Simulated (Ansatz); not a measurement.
# C₂H₆F₂Zr: a ladder of functionals and wavefunction methods

The task here is to estimate one member of a computed series from the others.

The runs use Ansatz 0.2.0, Gaussian basis; functionals in def2-TZVPP, the program's frozen cores in correlated methods.

The runs, in order: LDA (SPW92), PBE-D4, revPBE-D4, BLYP-D4, r2SCAN-D4, B97M-V, PBE0-D4, B3LYP-D4, r2SCANh-D4, r2SCAN0-D4, HSE06-D4, BHLYP-D4, CAM-B3LYP-D4, LC-ωPBE, ωB97X-V, ωB97M-V, B2PLYP, PBE-QIDH; CCSD(T)/def2-SVP; CCSD(T)/def2-TZVPP; MP2/def2-QZVPP; extrapolation to the limit; RPA on PBE.

### The relaxed structure

An earlier PBE0-D4 in a triple-zeta def2 set relaxation fixed the geometry. Zr takes the def2 core potential; no spin-orbit term is included.

11 atoms, charge 0, spin multiplicity 1.

Atoms are counted from 1 here; the program's logs count them from 0.

Bond lengths: C1–Zr2 2.210 Å, C1–H6 1.096 Å, C1–H7 1.096 Å, C1–H8 1.097 Å, Zr2–C3 2.209 Å, Zr2–F4 1.903 Å, Zr2–F5 1.903 Å, C3–H9 1.098 Å, C3–H10 1.096 Å, C3–H11 1.096 Å. Angles: Zr2–C1–H6 111.4°, Zr2–C1–H7 112.5°, Zr2–C1–H8 109.8°, H6–C1–H7 107.7°, H6–C1–H8 107.7°, H7–C1–H8 107.5°, C1–Zr2–C3 105.7°, C1–Zr2–F4 108.7°, C1–Zr2–F5 108.9°, C3–Zr2–F4 109.2°, C3–Zr2–F5 108.8°, F4–Zr2–F5 115.0°, Zr2–C3–H9 109.5°, Zr2–C3–H10 112.5°, Zr2–C3–H11 111.7°, H9–C3–H10 107.5°, H9–C3–H11 107.7°, H10–C3–H11 107.8°.

The first run:

in.yaml reads:

```yaml
crystal:
  periodic: [false, false, false]
  atoms:
    - {symbol: C, position_ang: [-1.647874, 0.696252, 0.265438]}
    - {symbol: Zr, position_ang: [0.261979, 0.374803, -0.798086]}
    - {symbol: C, position_ang: [1.414119, -1.035864, 0.452407]}
    - {symbol: F, position_ang: [-0.104086, -0.436941, -2.479518]}
    - {symbol: F, position_ang: [1.203719, 2.025524, -0.888831]}
    - {symbol: H, position_ang: [-1.512373, 1.331256, 1.148542]}
    - {symbol: H, position_ang: [-2.407100, 1.165871, -0.369836]}
    - {symbol: H, position_ang: [-2.050981, -0.266288, 0.605150]}
    - {symbol: H, position_ang: [1.235351, -0.815300, 1.512942]}
    - {symbol: H, position_ang: [2.493701, -0.964935, 0.278847]}
    - {symbol: H, position_ang: [1.113524, -2.074377, 0.272944]}
basis:
  gaussian: {orbitals: def2-TZVPP}
hamiltonian: {xc: lda}
output: {orbitals: {seedname: orbitals}}
```

On the command line:

```console
$ ansatz run in.yaml --threads 4 --pin off --events-out ev --progress --plain --max-ram 10444MiB
```

Steps of the session up to this table: LDA; PBE-D4 (GGA); revPBE-D4 (GGA); BLYP-D4 (GGA); r2SCAN-D4 (meta-GGA); B97M-V (meta-GGA); B3LYP-D4 (hybrid); r2SCANh-D4 (hybrid); r2SCAN0-D4 (hybrid); HSE06-D4 (hybrid); BHLYP-D4 (hybrid); CAM-B3LYP-D4 (range-separated); LC-ωPBE (range-separated); ωB97X-V (range-separated); ωB97M-V (range-separated); B2PLYP (double hybrid); PBE-QIDH (double hybrid).

One of the session's tables, all rows but one given; the rest of the session is left out.

It belongs to the step «Orbital energies across the functionals». 

| functional | HOMO (eV) | gap (eV) |
| --- | --- | --- |
| LDA (SPW92) | -6.74 | 4.26 |
| PBE-D4 | -6.60 | 4.39 |
| revPBE-D4 | -6.54 | 4.45 |
| BLYP-D4 | -6.48 | 4.37 |
| r2SCAN-D4 | -6.89 | 4.93 |
| B97M-V | -6.97 | 5.04 |
| PBE0-D4 | -7.96 | 6.70 |
| B3LYP-D4 | -7.74 | 6.20 |
| r2SCANh-D4 | -7.40 | 5.77 |
| r2SCAN0-D4 | -8.16 | 7.04 |
| HSE06-D4 | -7.56 | 5.91 |
| BHLYP-D4 | ? | ? |
| CAM-B3LYP-D4 | -9.37 | 9.23 |
| LC-ωPBE | -10.75 | 11.90 |
| ωB97X-V | -10.39 | 11.40 |
| ωB97M-V | -10.26 | 10.90 |

Estimate the missing values for BHLYP-D4.

Worked estimate for «HOMO (eV)». Against the share of exact exchange, BLYP-D4 (0, -6.48), B3LYP-D4 (0.2, -7.74) give a slope of -6.30 per unit share; at 0.5 the line stands at -9.63.

As computed: HOMO (eV): -9.23; gap (eV): 9.01. In «HOMO (eV)» the line misses by -0.40.
